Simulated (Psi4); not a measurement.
**SnH3Cl (SMILES [Cl][SnH3]): levels of theory compared**

We compute a comparison of 3 runs (HF/STO-3G, HF/def2-TZVP, MP4/def2-SVP) of SnH3Cl. 

The results are computed with Psi4 1.11.

2 further runs of the same task are left out: 1 that didn't finish, 1 set aside as unsound or not needed.

## Step 1: The system as given

The species is SnH3Cl (5 atoms), meant as a singlet with charge 0. As SMILES, `[Cl][SnH3]`. The shape is that of a PBE0-D4/def2-TZVP optimisation.

Bond lengths: Cl1–Sn2 2.334 Å, Sn2–H3 1.700 Å, Sn2–H4 1.700 Å, Sn2–H5 1.700 Å. Angles: Cl1–Sn2–H3 106.1°, Cl1–Sn2–H4 106.1°, Cl1–Sn2–H5 106.1°, H3–Sn2–H4 112.7°, H3–Sn2–H5 112.7°, H4–Sn2–H5 112.7°.

## Step 2: A single-point energy at HF/STO-3G (run 1)

Input file job.dat:

```
memory 1.6 GB

molecule mol {
  Cl    -1.839400     0.332400     1.029900
  Sn     0.168900    -0.044500    -0.097500
  H     -0.120500     0.362900    -1.722400
  H      0.522700    -1.694200     0.111100
  H      1.318200     0.969900     0.637400
  symmetry c1
  no_reorient
  no_com
}

set basis STO-3G
set puream true
set e_convergence 1e-09
set d_convergence 1e-08
set scf_type pk

E, wfn = energy('hf', return_wfn=True)
oeprop(wfn, 'WIBERG_LOWDIN_INDICES', 'DIPOLE', 'LOWDIN_CHARGES')
```

Launch:

```console
$ psi4 job.dat job.out -n 1
```

job.out:

```text
[...]
  Running in c1 symmetry.
[...]
  Nuclear repulsion =  248.307004968921774
[...]
  Multiplicity = 1
[...]
  Nalpha       = 35
  Nbeta        = 35
[...]
    Number of basis functions: 39
[...]
   @RHF iter   1: -6419.54176930983431   -3.15861e+00   1.07209e-02 DIIS/ADIIS
[...]
   @RHF iter   7: -6419.69520579211621   -1.27329e-11   6.87700e-09 DIIS
[...]
    Orbital Energies [Eh]
    ---------------------
    Doubly Occupied:
       1A   -1029.948851     2A   -153.579655     3A   -145.409561
       4A   -145.409132     5A   -145.409131     6A   -103.587350
       7A    -29.654148     8A    -26.637258     9A    -26.635677
      10A    -26.635677    11A    -18.239140    12A    -18.238973
      13A    -18.238973    14A    -18.237169    15A    -18.237169
      16A    -10.283844    17A     -7.727079    18A     -7.722567
      19A     -7.722567    20A     -4.859805    21A     -3.615861
      22A     -3.609860    23A     -3.609860    24A     -0.984855
      25A     -0.938098    26A     -0.938097    27A     -0.931198
      28A     -0.931198    29A     -0.912622    30A     -0.581266
      31A     -0.430706    32A     -0.430698    33A     -0.393280
      34A     -0.351428    35A     -0.351426
[...]
  @RHF Final Energy: -6419.69520579211621
   => Energetics <=
    Nuclear Repulsion Energy =            248.3070049689217740
    One-Electron Energy =               -9373.1560660466384434
    Two-Electron Energy =                2705.1538552856009119
    Total Energy =                      -6419.6952057921162123
[...]
 Multipole Moments:
 ------------------------------------------------------------------------------------
     Multipole            Electronic (a.u.)      Nuclear  (a.u.)        Total (a.u.)
 ------------------------------------------------------------------------------------
 L = 1.  Multiply by 2.5417464519 to convert [e a0] to [Debye]
 Dipole X            :         41.1085583          -39.8815360            1.2270223
 Dipole Y            :         -6.0211031            5.7908767           -0.2302263
 Dipole Z            :        -22.7218449           22.0330728           -0.6887722
 Magnitude           :                                                    1.4258313
[...]
```

It took 1.2 s on 1 thread of Intel Xeon 6975P-C (Granite Rapids), shared host; peak memory 0.18 GiB.

## Step 3: A single-point energy at HF/def2-TZVP (core potential) (run 2)

Input file clh3sn.xyz:

```xyz
5
ClH3Sn
Cl    -1.839400     0.332400     1.029900
Sn     0.168900    -0.044500    -0.097500
H     -0.120500     0.362900    -1.722400
H      0.522700    -1.694200     0.111100
H      1.318200     0.969900     0.637400
```

Input file job.py:

```python
import psi4

psi4.set_memory('1600 MB')
psi4.set_num_threads(1)
psi4.set_output_file('run.log', False)

with open('clh3sn.xyz') as f:
    atoms = ''.join(f.readlines()[2:])
m = psi4.geometry('0 1\n' + atoms + 'symmetry c1')

options = {'basis': 'def2-TZVP', 'puream': True, 'e_convergence': 1e-09, 'd_convergence': 1e-08, 'scf_type': 'pk'}
psi4.set_options(options)

energy_value = psi4.energy("hf", molecule=m)
print(f'total energy {energy_value:.8f} hartree = {energy_value * 27.211386:.5f} eV')
```

Launch:

```console
$ python job.py
```

run.log:

```text
[...]
    !!!  WARNING: ECP capability is in beta. Please check occupations closely.  !!!
[...]
  Running in c1 symmetry.
[...]
  Nuclear repulsion =  114.226496944951634
[...]
  Multiplicity = 1
[...]
  Nalpha       = 21
  Nbeta        = 21
[...]
    Number of basis functions: 105
[...]
 WARNING: Atomic UHF is not converging! Try casting from a smaller basis or call Rob at CCMST.
   -------------------------
[...]
   @RHF iter   1:  -674.59009943149613   -1.63472e+00   3.50289e-03 ADIIS/DIIS
[...]
   @RHF iter  11:  -674.63566658449315   -1.70530e-12   2.93880e-09 DIIS
[...]
    Orbital Energies [Eh]
    ---------------------
    Doubly Occupied:
       1A   -104.807417     2A    -10.536265     3A     -8.002875
       4A     -8.001896     5A     -8.001896     6A     -5.894440
       7A     -4.086454     8A     -4.082583     9A     -4.082583
      10A     -1.358773    11A     -1.352820    12A     -1.352819
      13A     -1.346482    14A     -1.346482    15A     -1.058152
      16A     -0.686403    17A     -0.491181    18A     -0.491175
      19A     -0.482761    20A     -0.434809    21A     -0.434806
[...]
  @RHF Final Energy:  -674.63566658449315
   => Energetics <=
    Nuclear Repulsion Energy =            114.2264969449516343
    One-Electron Energy =               -1241.0581832475972988
    Two-Electron Energy =                 452.1960197181525700
    Total Energy =                       -674.6356665844931513
[...]
 Multipole Moments:
 ------------------------------------------------------------------------------------
     Multipole            Electronic (a.u.)      Nuclear  (a.u.)        Total (a.u.)
 ------------------------------------------------------------------------------------
 L = 1.  Multiply by 2.5417464519 to convert [e a0] to [Debye]
 Dipole X            :         28.4559171          -27.5373017            0.9186154
 Dipole Y            :         -5.3401097            5.1677867           -0.1723231
 Dipole Z            :        -15.9741845           15.4585340           -0.5156505
 Magnitude           :                                                    1.0674479
[...]
```

The script printed:

```text
total energy -674.63566658 hartree = -18357.77153 eV
```

Wall time 3.6 s (1 thread of Intel Xeon 6975P-C (Granite Rapids), shared host); peak memory 0.43 GiB.

## Step 4: The energy at MP4/def2-SVP (core potential) (run 3)

Input file job.dat:

```
memory 1600 MB

molecule molecule1 {
  0 1
  Cl    -1.839400     0.332400     1.029900
  Sn     0.168900    -0.044500    -0.097500
  H     -0.120500     0.362900    -1.722400
  H      0.522700    -1.694200     0.111100
  H      1.318200     0.969900     0.637400
  units angstrom
  symmetry c1
  no_reorient
  no_com
}

set {
  scf_type direct
  num_frozen_docc 9
  soscf true
  scf_initial_accelerator adiis
}

e_tot, wfn = energy('mp4/def2-SVP', return_wfn=True)
```

Launch:

```console
$ psi4 job.dat job.out -n 1
```

job.out:

```text
[...]
    !!!  WARNING: ECP capability is in beta. Please check occupations closely.  !!!
[...]
  Running in c1 symmetry.
[...]
  Nuclear repulsion =  114.226496944951634
[...]
  Multiplicity = 1
[...]
  Nalpha       = 21
  Nbeta        = 21
[...]
    Number of basis functions: 59
[...]
   @DF-RHF iter   1:  -674.44974328889793   -1.84455e+00   3.04598e-03 ADIIS/DIIS
[...]
   @RHF iter   8:  -674.46578692762273    1.13687e-13   1.10942e-10 SOSCF, nmicro=conv
[...]
    Orbital Energies [Eh]
    ---------------------
    Doubly Occupied:
       1A   -104.764195     2A    -10.526842     3A     -8.001388
       4A     -7.998880     5A     -7.998880     6A     -5.899151
       7A     -4.091352     8A     -4.086875     9A     -4.086875
      10A     -1.362952    11A     -1.356671    12A     -1.356671
      13A     -1.350310    14A     -1.350310    15A     -1.050389
      16A     -0.685492    17A     -0.488906    18A     -0.488900
      19A     -0.476954    20A     -0.429187    21A     -0.429184
[...]
  @RHF Final Energy:  -674.46578692762273
   => Energetics <=
    Nuclear Repulsion Energy =            114.2264969449516343
    One-Electron Energy =               -1240.8238364480266682
    Two-Electron Energy =                 452.1315525754523605
    Total Energy =                       -674.4657869276227302
[...]
 Multipole Moments:
 ------------------------------------------------------------------------------------
     Multipole            Electronic (a.u.)      Nuclear  (a.u.)        Total (a.u.)
 ------------------------------------------------------------------------------------
 L = 1.  Multiply by 2.5417464519 to convert [e a0] to [Debye]
 Dipole X            :         49.7565994          -48.8184288            0.9381706
 Dipole Y            :         -8.3214628            8.1454755           -0.1759873
 Dipole Z            :        -27.7186501           27.1920251           -0.5266250
 Magnitude           :                                                    1.0901695
[...]
      * MP2 total energy:                   -674.715982317900
[...]
      * MP3 total energy:                   -674.744436013548
[...]
```

Wall time 4.8 s (1 thread of Intel Xeon 6975P-C (Granite Rapids), shared host); peak memory 0.27 GiB.

## Step 5: All runs side by side

| run | level | core potential | properties | energy (Eh) | dipole moment (D) | HOMO energy (eV) | LUMO energy (eV) | wall time |
| --- | --- | --- | --- | --- | --- | --- | --- | --- |
| 1 | HF/STO-3G | none | (wiberg, dipole, lowdin) | -6419.695206 | 3.62 | -9.56 | 8.12 | 1.2 s |
| 2 | HF/def2-TZVP (core potential) | def2 | – | -674.635667 | 2.71 | -11.83 | 1.86 | 3.6 s |
| 3 | MP4/def2-SVP (core potential) | def2 | – | -674.754069 | – | -11.68 | 2.42 | 4.8 s |

## Step 6: Outcome

| quantity | value |
| --- | --- |
| run 3: total energy | -674.75407 Eh |
| run 3: HOMO energy (Hartree–Fock orbitals) | -11.68 eV |
| run 3: LUMO energy (Hartree–Fock orbitals) | 2.42 eV |
| run 3: HOMO–LUMO gap (Hartree–Fock orbitals) | 14.09 eV |
| run 3: correlation energy (9 core orbitals frozen) | -288.3 mEh |

What this shows: Some runs of one species differ in core potentials or relativity; totals across that change don't compare. In run 1 the basis is minimal, so the values are rough. In run 1 relativity is left out where basis or elements ask for it. All runs together took 9.6 s, the longest 4.8 s.
